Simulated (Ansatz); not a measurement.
The system is Ba2Tl5V3O12.

```
CELL_PARAMETERS angstrom
6.65272 0.04946 0.02017
2.86070 8.36464 0.00384
2.68279 2.46936 9.19569
ATOMIC_POSITIONS crystal
Ba 0.80419 0.04665 0.02264
Ba 0.21205 0.95157 0.34012
V 0.74540 0.70796 0.33582
V 0.25963 0.26599 0.03225
V 0.04074 0.07695 0.66106
Tl 0.25636 0.39847 0.35003
Tl 0.58966 0.34866 0.60553
Tl 0.57327 0.88069 0.66842
Tl 0.74552 0.49664 0.11648
Tl 0.11891 0.64206 0.74303
O 0.28433 0.09717 0.54175
O 0.85350 0.49575 0.34386
O 0.40255 0.20448 0.17282
O 0.88414 0.05377 0.55967
O 0.14017 0.47956 0.98899
O 0.54627 0.73631 0.48712
O 0.90594 0.24279 0.73262
O 0.61543 0.80058 0.18857
O 0.05538 0.16451 0.10164
O 0.08209 0.90404 0.80708
O 0.44178 0.20123 0.89187
O 0.94269 0.80417 0.30862
```

The cell was built by a generator and needn't be a form met in nature.

* Program: Ansatz 0.2.0
* Task: relaxation of cell and atoms
* Functional: PBE
* Dispersion: D3(BJ)-ATM
* Potentials or basis: Ansatz PAW
* Cutoff: 420 eV (not typed: the program's choice for these potentials)
* k mesh: 3 × 3 × 2
* Occupations: fermi-dirac, width 0.05 eV
* Spin: collinear spin, ferromagnetic start
* Starting moments: [0.0, 0.0, 2.0, 2.0, 2.0, 0.0, 0.0, 0.0, 0.0, 0.0, 0.0, 0.0, 0.0, 0.0, 0.0, 0.0, 0.0, 0.0, 0.0, 0.0, 0.0, 0.0] μB

At the start: volume 23.18 Å³/atom.

Problem. Where does the relaxation end?

Solution. It ends after 20 steps and the volume is 20.89 Å³/atom (-9.9 %); space group P1 (No. 1, to 0.05 Å); moment 0.00 μB per cell.

The path:
| step | energy change (eV) | largest force (eV/Å) | volume (Å³) |
| --- | --- | --- | --- |
| 1 | 0.0000 | 0.0227 | 510.04 |
| 2 | -0.1086 | 0.0950 | 491.37 |
| 3 | -0.1506 | 0.1024 | 483.20 |
| 4 | -0.1894 | 0.1604 | 471.61 |
| 5 | -0.1994 | 0.0768 | 470.10 |
| 6 | -0.2013 | 0.0746 | 470.55 |
| 7 | -0.2047 | 0.0533 | 469.71 |
| 8 | -0.2057 | 0.0229 | 469.69 |
| 9 | -0.2063 | 0.0131 | 469.48 |
| 10 | -0.2072 | 0.0074 | 469.09 |
| 11 | -0.1630 | 0.0078 | 469.09 |
| 12 | -0.1786 | 0.0446 | 463.20 |
| 13 | -0.1803 | 0.0373 | 462.63 |
| 14 | -0.1822 | 0.0112 | 462.16 |
| 15 | -0.1700 | 0.0114 | 462.16 |
| 16 | -0.1738 | 0.0071 | 460.72 |
| 17 | -0.1757 | 0.0149 | 459.82 |
| 18 | -0.1763 | 0.0087 | 459.55 |
| 19 | -0.1765 | 0.0053 | 459.47 |
| 20 | -0.1714 | 0.0053 | 459.47 |

Final structure:
```
Ba V Tl O
1.0
     6.40928   -0.13646   -0.04695
     2.52691    7.84290   -0.26218
     2.42690    2.00343    8.99706
Ba V Tl O
2 3 5 12
Direct
  0.81179 0.01384 0.03068
  0.20470 0.96888 0.34302
  0.72413 0.69698 0.33904
  0.27794 0.25960 0.02131
  0.05195 0.09839 0.67048
  0.24780 0.43739 0.34617
  0.58292 0.34512 0.62026
  0.55719 0.88187 0.70165
  0.74667 0.47648 0.08386
  0.10072 0.63110 0.71854
  0.29603 0.12736 0.55060
  0.83789 0.47766 0.34173
  0.42664 0.21932 0.16199
  0.88413 0.07221 0.56482
  0.17963 0.47747 0.95908
  0.52638 0.73482 0.49376
  0.91386 0.26399 0.76018
  0.58726 0.78273 0.19199
  0.05340 0.16922 0.10464
  0.10473 0.90864 0.80026
  0.45298 0.15421 0.88982
  0.93124 0.80272 0.30614
```

Caveat: the plane-wave basis is chosen anew once the cell has moved, so the energies of steps on either side of that aren't comparable; the pressure holds a Pulay correction of +0.3 GPa for the finite cutoff; the starting moments weren't kept.
